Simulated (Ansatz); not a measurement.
What does this script print? It uses Ansatz's Python interface.

`br3hsi.xyz`
```text
5

Br    1.20100   -1.27430    1.36740
Si   -0.11600    0.05710    0.07920
Br    1.11820    1.59860   -0.89850
Br   -1.00260   -1.16560   -1.48260
H    -1.15080    0.71050    0.89310
```

Script `run_methods.py`:
```python
"""Br3HSi at several levels of theory."""

from pathlib import Path

import ansatz as az
import numpy as np


def main() -> None:
    molecule = az.Crystal.molecule_from_extxyz("br3hsi.xyz")

    setup = molecule.calculation().basis(gaussian="def2-SVP")

    print("functional    E (Ha)        dipole (D)   HOMO (eV)  LUMO (eV)")
    for name in ["b3lyp", "lda", "r2scan", "blyp", "cam_b3lyp", "hse06"]:
        summary = setup.functional(name).forces().orbitals().run(threads=1, pin="off", runs_dir="runs").report
        lines = Path(summary["orbitals_path"]).read_text().splitlines()
        field_of = lambda key: [line.split("=")[1].strip() for line in lines if line.startswith(key)]
        orbitals = [(27.211386 * float(e), s, float(n)) for e, s, n in zip(field_of("Ene="), field_of("Spin="), field_of("Occup="))]
        homo = max(e for e, _, n in orbitals if n > 0.5)
        lumo = min(e for e, _, n in orbitals if n < 0.5)
        dipole = 4.803205 * np.linalg.norm(summary["charge_distribution"]["dipole_moment_e_ang"])
        print(f"{name:10s} {summary['free_energy_ev'] / 27.211386246:14.6f} {dipole:9.3f} {homo:11.3f} {lumo:10.3f}")


if __name__ == "__main__":
    main()
```

Output of `python run_methods.py`:
```text
functional    E (Ha)        dipole (D)   HOMO (eV)  LUMO (eV)
b3lyp        -8011.764087     0.953      -8.091     -1.150
lda          -7999.824255     0.912      -7.227     -2.058
r2scan       -8011.625623     0.988      -7.544     -1.664
blyp         -8011.728312     0.848      -6.842     -1.659
cam_b3lyp    -8012.041940     1.022      -9.670      0.189
hse06        -8010.665419     0.998      -8.060     -1.363
```

Total energies depend on the basis set; only differences at equal settings carry meaning. The geometry is a force-field or estimated start, not a minimum of this method, and the basis set is short of its limit. A lower total doesn't mark the better method: functionals have no common bound, and MP2 and coupled cluster aren't variational. b3lyp holds the VWN-RPA fit, as in Gaussian; the form of ORCA and Turbomole is b3lyp5. Levels such as HOMO and LUMO are orbital energies: with these approximate functionals they aren't the ionisation energy and electron affinity, and their gap isn't the fundamental gap. hse06 follows the composition of plane-wave codes, whose totals differ by tens of mHa, up to about 0.1 Ha, from the form usual in Gaussian-basis programs (wpbeh). Timing: 69 s on 1 thread of Arm Neoverse N1 (shared host), peak memory 0.48 GiB.
